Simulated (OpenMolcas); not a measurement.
# Ni²⁺ in CsCaF3: CASSCF and CASPT2 levels and susceptibility

Aim: the ligand-field states of Ni²⁺ in this surrounding, its lowest levels with spin-orbit coupling and its magnetic susceptibility.

Program: OpenMolcas 26.06. Level of theory: state-averaged CASSCF and CASPT2, spin-orbit coupling by RASSI with atomic mean-field integrals. These are calculated values, not measurements, unless marked.

## (1) What is computed

- Species: Ni²⁺ (nickel, Z = 28, 26 electrons)
- Basis: ANO-RCC-VTZP [6s5p3d2f1g], 167 functions with the ligands
- Scalar Hamiltonian: DKH2, point nucleus
- Inactive shells: 1s 2s 2p 3s 3p of the metal, and all ligand shells
- Active space: 8 electrons in 5 orbitals (3d)
- Some configurations of this space: 3d⁸
- Orbitals: optimised for each spin and parity, averaged over all roots

The outer shells:

3d8
```
3d [↑↓][↑↓][↑↓][↑ ][↑ ]
```

Ni²⁺ is taken with its 6 nearest fluoride ions at 2.263 Å, on the cation site of CsCaF3 (a = 4.526 Å). The rest of the host is ab initio model potentials to 7.6 Å, with orthogonalisation functions on the cations behind the ligands, and point charges beyond; the distance is set by hand, nothing relaxes, and no local charge compensation is placed. Ligand basis ANO-RCC-VDZP.

```xyz
15

Ni    0.0000    0.0000    0.0000
F     2.2630    0.0000    0.0000
F     0.0000    2.2630    0.0000
F    -2.2630    0.0000    0.0000
F     0.0000   -2.2630    0.0000
F     0.0000    0.0000    2.2630
F     0.0000    0.0000   -2.2630
Cs    2.2630   -2.2630   -2.2630
Cs   -2.2630    2.2630    2.2630
Cs    2.2630   -2.2630    2.2630
Cs   -2.2630    2.2630   -2.2630
Cs    2.2630    2.2630   -2.2630
Cs   -2.2630   -2.2630    2.2630
Cs    2.2630    2.2630    2.2630
Cs   -2.2630   -2.2630   -2.2630
```

The work runs as a chain of OpenMolcas steps in one folder; each step below is one input file. Labels, J, g values, rates, χT and fits are worked out afterwards by a script from the matrices that RASSI stores.

## (2) One- and two-electron integrals

The input, a.inp:

```
&GATEWAY
Basis set
Ni.ANO-RCC-VTZP.
Ni1 0.0 0.0 0.0 Angstrom
End of basis
Basis set
F.ANO-RCC-VDZP.
L1 2.263000 0.000000 0.000000 Angstrom
L2 0.000000 2.263000 0.000000 Angstrom
L3 0.000000 0.000000 2.263000 Angstrom
End of basis
Basis set
Ca.EMB-AIMP.Lopez-Moraza.10s7p.1s1p.ECP.CsCaF3.
PseudoCharge
* 3 symmetry-unique lattice sites within 7.6 angstrom
End of basis
Basis set
Cs.EMB-AIMP.Lopez-Moraza.0s.0s.ECP.CsCaF3.
PseudoCharge
* 16 symmetry-unique lattice sites within 7.6 angstrom
End of basis
Basis set
Ca.EMB-AIMP.Lopez-Moraza.0s.0s.ECP.CsCaF3.
PseudoCharge
* 6 symmetry-unique lattice sites within 7.6 angstrom
End of basis
Basis set
F.EMB-AIMP.Lopez-Moraza.0s.0s.ECP.CsCaF3.
PseudoCharge
* 27 symmetry-unique lattice sites within 7.6 angstrom
End of basis
Symmetry
XYZ
AngMom=0.0 0.0 0.0
AMFI
RICD
XField
1537 Angstrom 0
* Evjen-weighted lattice charges
&SEWARD
```

The run is started by

```sh
> OMP_NUM_THREADS=1 MOLCAS_MEM=2457 MOLCAS_PROJECT=a pymolcas a.inp > a.log
```

## (3) Reference wave functions, triplets, 10 roots

The input, a.inp:

```
&RASSCF
FileOrb=start.orb
Symmetry=1
Spin=3
nActEl=8 0 0
Inactive=18 21
Ras2=5 0
CIRoot=10 10 1
SDav=10
CIMx=300
Iter=150 100
PrWF=0.3
OrbListing=Nothing
MaxOrb=0
LevShft=1.0
>>> COPY $Project.JobIph JOB001
```

start.orb holds start orbitals that the driver prepared beforehand, or those of the step before.

## (4) Reference wave functions, singlets, 15 roots

The input, a.inp:

```
&RASSCF
FileOrb=start.orb
Symmetry=1
Spin=1
nActEl=8 0 0
Inactive=18 21
Ras2=5 0
CIRoot=15 15 1
SDav=15
CIMx=300
Iter=150 100
PrWF=0.3
OrbListing=Nothing
MaxOrb=0
LevShft=1.0
>>> COPY $Project.JobIph JOB002
```

## (5) State interaction with spin-orbit coupling

The input, a.inp:

```
&RASSI
NrOfJobIphs=2 10 15
1 2 3 4 5 6 7 8 9 10
1 2 3 4 5 6 7 8 9 10 11 12 13 14 15
IphNames
JOB001
JOB002
EJob
SpinOrbit
DIPRint=1.0
SOCoupling=1000.0
Subsets=2
Property=9
'ANGMOM' 1 'ANGMOM' 2 'ANGMOM' 3 'MLTPL  1' 1 'MLTPL  1' 2 'MLTPL  1' 3
'AMFI' 1 'AMFI' 2 'AMFI' 3
SOProperty=3
'ANGMOM' 1 'ANGMOM' 2 'ANGMOM' 3
```

## (6) CASPT2: IPEA 0.25, imaginary shift 0.1 (closed shells correlated: 3s 3p of the metal, with ligand shells; the Frozen line counts the rest)

The input, a.inp:

```
>>> COPY JOB001 $Project.JobIph
&CASPT2
Multistate=10 1 2 3 4 5 6 7 8 9 10
NoMult
Frozen=5 6
IPEA=0.25
Imaginary=0.1
MaxIter=60
WThr=0.0 0.3 0.05
PrWF=0.5
NoMix
>>> COPY JOB002 $Project.JobIph
&CASPT2
Multistate=15 1 2 3 4 5 6 7 8 9 10 11 12 13 14 15
NoMult
Frozen=5 6
IPEA=0.25
Imaginary=0.1
MaxIter=60
WThr=0.0 0.3 0.05
PrWF=0.5
NoMix
```

(Steps that only read results are left out.)

Q: Predict the outcome of this session. Wanted: spin-free ground state; first state of the same spin within the active space; lowest level; next level.

**Answer**, as computed:

| quantity | value |
| --- | --- |
| method | SS-CASPT2, IPEA 0.25, imaginary shift 0.1 (closed shells correlated: 3s 3p of the metal, with ligand shells; the Frozen line counts the rest) |
| spin-free ground state | 3A2, 1-fold in its orbital part |
| first state of the same spin within the active space | 3T2 at 4370 cm⁻¹ |
| lowest level | 3-fold T2 |
| next level | 4028.2 cm⁻¹ |
| χT at 300 K | 1.70 cm³ K/mol |
| effective moment at 300 K | 3.69 μB |

Cost by method:

| method | time of its own steps | time with the reference |
| --- | --- | --- |
| A. CASSCF | 26 s | 26 s |
| B. SS-CASPT2, IPEA 0.25, imaginary shift 0.1, +3s 3p | 2.4 min | 2.9 min |

Times are of one thread on a shared host.

What this shows: The spin-free ground state (3A2) comes to 100 % from free-ion F terms and keeps the highest spin of the shell. χT at 300 K is 1.70, against 1.00 cm³ K/mol for the spin alone, so orbital moment adds to it. A ligand-field fit to the states below 45000 cm-1 gives 10Dq = 4541 cm-1, B = 1052 cm-1 and C = 4020 cm-1 (C/B = 3.82), with a deviation of 796 cm-1. CASPT2 does not keep the components of a term degenerate, and the means are used. With one d shell, CASPT2 may overshoot the field of a late 3d ion.
